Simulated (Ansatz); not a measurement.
# H5OSbSi: the cost of one run

Computed with Ansatz 0.2.0, Gaussian basis. Level: the settings change from run to run.

## Step 1: The relaxed structure

An earlier PBE0-D4 in a triple-zeta def2 set relaxation fixed the geometry. Sb takes a core potential in def2 sets; no spin-orbit term is included.

SMILES `[OH][SbH][SiH3]`, 8 atoms, charge 0, spin multiplicity 1.

Atoms are counted from 1 here; the program's logs count them from 0.

Bond lengths: O1–Sb2 1.984 Å, O1–H4 0.960 Å, Sb2–Si3 2.580 Å, Sb2–H5 1.717 Å, Si3–H6 1.485 Å, Si3–H7 1.489 Å, Si3–H8 1.486 Å. Angles: Sb2–O1–H4 109.5°, O1–Sb2–Si3 92.4°, O1–Sb2–H5 95.1°, Si3–Sb2–H5 90.2°, Sb2–Si3–H6 110.8°, Sb2–Si3–H7 108.7°, Sb2–Si3–H8 109.4°, H6–Si3–H7 109.7°, H6–Si3–H8 109.6°, H7–Si3–H8 108.7°.

## Step 2: B2GP-PLYP/ANO-RCC-VTZP

This run has atoms shaken by 0.15 Å, high accuracy, the search for lower states set to off.

in.yaml

```yaml
crystal:
  periodic: [false, false, false]
  atoms:
    - {symbol: O, position_ang: [-1.775085, 0.394027, -0.848764]}
    - {symbol: Sb, position_ang: [0.033046, 0.481391, -1.294648]}
    - {symbol: Si, position_ang: [0.745663, -0.655744, 0.665162]}
    - {symbol: H, position_ang: [-2.253561, 0.833328, -1.524671]}
    - {symbol: H, position_ang: [0.296382, 1.926775, -0.417103]}
    - {symbol: H, position_ang: [-0.237852, -0.418228, 1.934965]}
    - {symbol: H, position_ang: [2.342836, -0.578701, 1.065943]}
    - {symbol: H, position_ang: [0.459850, -2.454077, 0.675402]}
basis:
  gaussian: {orbitals: ANO-RCC-VTZP}
hamiltonian: {xc: {name: B2GP-PLYP}}
accuracy: high
scf: {lower_state_search: off}
output: {forces: true}
```

The run is started by

```sh
$ ansatz run in.yaml --threads 2 --pin off --events-out ev --progress --plain --max-ram 4352MiB
```

Q: Estimate wall time and peak memory on 2 threads of Arm Neoverse V1, shared host.

About 6.8 min, with a peak of 1.7 GiB.
